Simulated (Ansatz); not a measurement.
# Si2O4: the cost of one run

All numbers are computed with Ansatz 0.2.0 (PAW, plane waves).

## Step 1: Starting point

6 atoms (2 Si, 4 O); a = 4.194 Å, b = 4.194 Å, c = 2.679 Å, α = 90.00°, β = 90.00°, γ = 90.00°.

Plan of the steps: (2) PBEsol single point at a 6×6×9 mesh, on 7 threads of Arm Neoverse-V2; (3) HSE06 single point at a 6×6×9 mesh, on 7 threads of Arm Neoverse-V2; (4) r²SCAN single point at a 6×6×9 mesh, on 7 threads of Arm Neoverse-V2.

## Step 2: Single point with PBEsol

in.yaml reads:

```yaml
crystal:
  lattice:
    - [4.194347, 0.000000, 0.000000]
    - [0.000000, 4.194347, 0.000000]
    - [0.000000, 0.000000, 2.678548]
  atoms:
    - { symbol: Si, position: [0.000000, 0.000000, 0.000000] }
    - { symbol: Si, position: [0.500000, 0.500000, 0.500000] }
    - { symbol: O, position: [0.306038, 0.306038, 0.000000] }
    - { symbol: O, position: [0.693962, 0.693962, 0.000000] }
    - { symbol: O, position: [0.193962, 0.806038, 0.500000] }
    - { symbol: O, position: [0.806038, 0.193962, 0.500000] }
kpoints:
  mp_grid: { grid: [6, 6, 9] }
  band_path: { path: [VBM, CBM], npoints: 2 }
hamiltonian:
  xc: pbesol
scf:
  occupations: { method: fermi_dirac, width: 0.01 }
output:
  forces: true
  eigenvalues: true
  stress: true
  populations: true
```

Q: Estimate wall time and peak memory on 7 threads of Arm Neoverse-V2, shared host.

About 1.1 s, with a peak of 0.53 GiB.
